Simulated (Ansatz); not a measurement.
Write the native input for Ansatz 0.2.0 that does the following.

- Task: relaxation of cell and atoms
- Functional: PBEsol
- Potentials or basis: Ansatz PAW
- Cutoff: 420 eV (not typed: the program's choice for these potentials)
- k mesh: 4 × 4 × 3
- Occupations: fermi-dirac, width 0.05 eV
- Spin: no spin polarisation

Crystal: HfIn4SiO6.

```
CELL_PARAMETERS angstrom
2.71585 -4.70357 0.00833
2.71585 4.70357 0.00833
-1.87915 0.00000 7.40127
ATOMIC_POSITIONS crystal
Hf 0.78835 0.21165 0.00000
In 0.62175 0.37825 0.50000
In 0.45502 0.54498 0.00000
In 0.28407 0.71593 0.50000
In 0.95814 0.04186 0.50000
Si 0.12168 0.87832 0.00000
O 0.06219 0.11415 0.86666
O 0.88585 0.93781 0.13334
O 0.79490 0.53784 0.86663
O 0.46216 0.20510 0.13337
O 0.15352 0.62879 0.13333
O 0.37121 0.84648 0.86667
```

The cell was built by a generator and needn't be a form met in nature.

The input as run:

input.yaml

```yaml
crystal:
  lattice:
    - [2.71585, -4.70357, 0.00833]
    - [2.71585, 4.70357, 0.00833]
    - [-1.87915, 0.0, 7.40127]
  atoms:
    - { symbol: Hf, position: [0.78835, 0.21165, 0.0] }
    - { symbol: In, position: [0.62175, 0.37825, 0.5] }
    - { symbol: In, position: [0.45502, 0.54498, 0.0] }
    - { symbol: In, position: [0.28407, 0.71593, 0.5] }
    - { symbol: In, position: [0.95814, 0.04186, 0.5] }
    - { symbol: Si, position: [0.12168, 0.87832, 0.0] }
    - { symbol: O, position: [0.06219, 0.11415, 0.86666] }
    - { symbol: O, position: [0.88585, 0.93781, 0.13334] }
    - { symbol: O, position: [0.7949, 0.53784, 0.86663] }
    - { symbol: O, position: [0.46216, 0.2051, 0.13337] }
    - { symbol: O, position: [0.15352, 0.62879, 0.13333] }
    - { symbol: O, position: [0.37121, 0.84648, 0.86667] }
hamiltonian:
  xc: pbesol
  pseudopotentials: { kind: paw }
kpoints:
  mp_grid: { grid: [4, 4, 3] }
scf:
  occupations: { method: fermi_dirac, width: 0.05 }
output:
  forces: true
  stress: true
  eigenvalues: true
relax:
  f_tol: 0.01
  max_steps: 40
  cell: { stress_tol: 0.05 }
```

Potentials or basis: Ansatz PAW.

Run with:

```bash
$ ansatz run input.yaml --threads 8 --pin off --max-ram 20480MiB --backend cpu --events-out ev --progress --plain --runs-dir out
```

Results of the run:

* Relaxed volume: 14.98 Å³/atom
* Relaxed cell: a = 5.362 Å, b = 5.362 Å, c = 7.447 Å, α = 97.03°, β = 97.03°, γ = 119.99°
* Space group after relaxing (to 0.05 Å): C2 (No. 5)
* Energy gained by relaxing: 11.0 meV/atom
* Ionic steps: 9
* Pressure after relaxing: 0.0 GPa
* Band gap on the k mesh: none (metal or under the smearing width)

Caveat: the plane-wave basis is chosen anew once the cell has moved, so the energies of steps on either side of that aren't comparable; the pressure holds a Pulay correction of +0.5 GPa for the finite cutoff; the PAW data sets come from PBE, with cores solved anew for the run's functional, which leaves a small shift of forces and pressure.

Wall time 12 s on 8 threads of AMD EPYC 9B45 (Zen 5) (shared host), peak memory 1 GiB.
